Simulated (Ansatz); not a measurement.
# Ge: the cost of one run

Method: DFT LDA, scalar-relativistic, plane waves, PAW, in Ansatz 0.2.0.

## 1. The starting structure

The structure is tetragonal, space group I4_1/amd (No. 141). Conventional cell: a = 5.149 Å, b = 5.149 Å, c = 2.795 Å, α = 90.00°, β = 90.00°, γ = 90.00°. Ge (site symmetry -4m2) has 6 Ge at 2.67 to 2.79 Å as nearest neighbours.

Structure file:

```cif
data_structure
_symmetry_space_group_name_H-M 'I4_1/amd:1'
_symmetry_Int_Tables_number 141
_cell_length_a 5.1490
_cell_length_b 5.1490
_cell_length_c 2.7948
_cell_angle_alpha 90.000
_cell_angle_beta 90.000
_cell_angle_gamma 90.000
_cell_volume 74.10
loop_
_atom_site_label
_atom_site_type_symbol
_atom_site_symmetry_multiplicity
_atom_site_Wyckoff_symbol
_atom_site_fract_x
_atom_site_fract_y
_atom_site_fract_z
_atom_site_occupancy
Ge1 Ge 4 b 0.00000 0.50000 0.75000 1
```

Source of the structure: the Materials Project (structure only).

## 2. Quick check of gap, pressure and forces

input.yaml

```yaml
crystal:
  lattice:
    - [-2.574489719, 2.574489719, 1.3974126432]
    - [2.574489719, -2.574489719, 1.3974126432]
    - [2.574489719, 2.574489719, -1.3974126432]
  atoms:
    - { symbol: Ge, position: [0.25, 0.75, 0.5] }
    - { symbol: Ge, position: [0.5, 0.5, 0.0] }
basis:
  ecutwfc: 420
kpoints:
  mp_grid: { grid: [8, 8, 8] }
hamiltonian:
  xc: lda
scf:
  occupations: { method: gaussian, width: 0.1 }
output:
  forces: true
  stress: true
  eigenvalues: true
```

Command:

```bash
> ansatz run input.yaml --threads 1 --pin off --max-ram 1228MiB --backend cpu --events-out ev --progress --plain --runs-dir out
```

What time and memory should one allow on 1 thread of an Arm CPU, shared host?

About 2.5 s, with a peak of 0.3 GiB.
